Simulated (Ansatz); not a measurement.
**F2H3SSi2 radical: small, medium and large basis sets**

An exercise on one series of results from a longer session: the logs are not shown, and one member is left open.

Computed with Ansatz 0.2.0, Gaussian basis. Level: one geometry, several basis sets.

Plan: PBE0-D4/def2-SVP; ωB97M-V/def2-SVP; PBE0-D4/def2-QZVPP; ωB97M-V/def2-QZVPP; the functionals' def2-TZVPP values are taken from earlier runs.

### The relaxed structure

An earlier PBE0-D4 in a triple-zeta def2 set relaxation fixed the geometry.

SMILES `F[SiH]S[SiH2]F`, 8 atoms, charge 0, spin multiplicity 2.

Atoms are counted from 1 here; the program's logs count them from 0.

Bond lengths: F1–Si2 1.602 Å, Si2–S3 2.128 Å, Si2–H6 1.489 Å, S3–Si4 2.127 Å, Si4–F5 1.595 Å, Si4–H7 1.477 Å, Si4–H8 1.479 Å. Angles: F1–Si2–S3 111.1°, F1–Si2–H6 107.0°, S3–Si2–H6 107.3°, Si2–S3–Si4 96.9°, S3–Si4–F5 110.5°, S3–Si4–H7 107.1°, S3–Si4–H8 110.6°, F5–Si4–H7 107.9°, F5–Si4–H8 107.5°, H7–Si4–H8 113.2°.

As a file:

```xyz
8

F     0.3234    0.1940   -2.5118
Si   -0.1951    1.1313   -1.3212
S    -1.3334    0.0182    0.0909
Si    0.3141   -0.7756    1.1778
F     0.7691    0.2378    2.3221
H    -1.1066    2.1413   -1.9263
H    -0.1523   -2.0171    1.8288
H     1.4730   -0.9869    0.2838
```

Set-up of the first run:

Input file in.yaml:

```yaml
crystal:
  periodic: [false, false, false]
  atoms:
    - {symbol: F, position_ang: [0.323377, 0.194000, -2.511754]}
    - {symbol: Si, position_ang: [-0.195114, 1.131284, -1.321166]}
    - {symbol: S, position_ang: [-1.333363, 0.018163, 0.090901]}
    - {symbol: Si, position_ang: [0.314067, -0.775564, 1.177791]}
    - {symbol: F, position_ang: [0.769123, 0.237809, 2.322063]}
    - {symbol: H, position_ang: [-1.106567, 2.141251, -1.926290]}
    - {symbol: H, position_ang: [-0.152315, -2.017106, 1.828793]}
    - {symbol: H, position_ang: [1.472993, -0.986936, 0.283761]}
basis:
  gaussian: {orbitals: def2-SVP}
magnetization: {spin_polarized: true, initial_magnetization: 1}
hamiltonian: {xc: pbe0, dispersion: d4}
output: {orbitals: {seedname: orbitals}}
```

Started as:

```bash
$ ansatz run in.yaml --threads 4 --pin off --events-out ev --progress --plain --max-ram 10444MiB
```

Among the steps run: PBE0-D4 in def2-SVP; ωB97M-V in def2-SVP; PBE0-D4 in def2-QZVPP; ωB97M-V in def2-QZVPP.

One of the session's tables, all rows but one given; the rest of the session is left out.

It belongs to the step «Functionals by basis». 

| functional | basis | HOMO (eV) | LUMO (eV) |
| --- | --- | --- | --- |
| PBE0-D4 | def2-SVP | ? | ? |
| PBE0-D4 | def2-TZVPP | -6.69 | -2.95 |
| PBE0-D4 | def2-QZVPP | -6.72 | -2.99 |
| ωB97M-V | def2-SVP | -8.36 | -1.29 |
| ωB97M-V | def2-TZVPP | -8.42 | -1.37 |
| ωB97M-V | def2-QZVPP | -8.46 | -1.44 |

Estimate the missing values for PBE0-D4, def2-SVP.

As computed: HOMO (eV): -6.65; LUMO (eV): -2.95. In the column «HOMO (eV)» it is the highest.
